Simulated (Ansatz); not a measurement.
**CHClGaN: small, medium and large basis sets**

One table from this session's results is given with a row withheld; the runs are named, their logs left out.

Program: Ansatz 0.2.0, Gaussian basis. Level of theory: one geometry, several basis sets. These are calculated values, not measurements.

The runs, in order: PBE0-D4/def2-SVP; ωB97M-V/def2-SVP; PBE0-D4/def2-QZVPP; ωB97M-V/def2-QZVPP; the functionals' def2-TZVPP values are taken from earlier runs.

### The geometry

All runs share one geometry, relaxed beforehand with PBE0-D4 in a triple-zeta def2 set.

SMILES `N#[C][GaH][Cl]`, 5 atoms, charge 0, spin multiplicity 1.

Atoms are counted from 1 here; the program's logs count them from 0.

Bond lengths: N1–C2 1.153 Å, C2–Ga3 1.934 Å, Ga3–Cl4 2.122 Å, Ga3–H5 1.542 Å. Angles: N1–C2–Ga3 178.4°, C2–Ga3–Cl4 113.9°, C2–Ga3–H5 124.2°, Cl4–Ga3–H5 121.9°.

The first run:

File in.yaml:

```yaml
crystal:
  periodic: [false, false, false]
  atoms:
    - {symbol: N, position_ang: [1.282562, -1.536931, 1.399098]}
    - {symbol: C, position_ang: [0.710259, -0.785237, 0.738578]}
    - {symbol: Ga, position_ang: [-0.212049, 0.511401, -0.360764]}
    - {symbol: Cl, position_ang: [-2.031337, -0.203227, -1.187099]}
    - {symbol: H, position_ang: [0.300465, 1.940295, -0.631214]}
basis:
  gaussian: {orbitals: def2-SVP}
hamiltonian: {xc: pbe0, dispersion: d4}
output: {orbitals: {seedname: orbitals}}
```

Started as:

```console
> ansatz run in.yaml --threads 2 --pin off --events-out ev --progress --plain --max-ram 32768MiB --backend cpu
```

Steps of the session up to this table: PBE0-D4 in def2-SVP; ωB97M-V in def2-SVP; PBE0-D4 in def2-QZVPP; ωB97M-V in def2-QZVPP.

One table of the session follows, with a row left open; its other results are not shown here.

It belongs to the step «Density functionals: the series». 

| functional | basis | HOMO (eV) | LUMO (eV) |
| --- | --- | --- | --- |
| PBE0-D4 | def2-SVP | -9.28 | -2.55 |
| PBE0-D4 | def2-TZVPP | ? | ? |
| PBE0-D4 | def2-QZVPP | -9.44 | -2.70 |
| ωB97M-V | def2-SVP | -11.50 | -0.69 |
| ωB97M-V | def2-TZVPP | -11.69 | -0.85 |
| ωB97M-V | def2-QZVPP | -11.72 | -0.92 |

**Question.** Estimate the row for PBE0-D4, def2-TZVPP.

As computed: HOMO (eV): -9.41; LUMO (eV): -2.67. In the column «HOMO (eV)» it lies between PBE0-D4, def2-QZVPP (-9.44) and PBE0-D4, def2-SVP (-9.28).
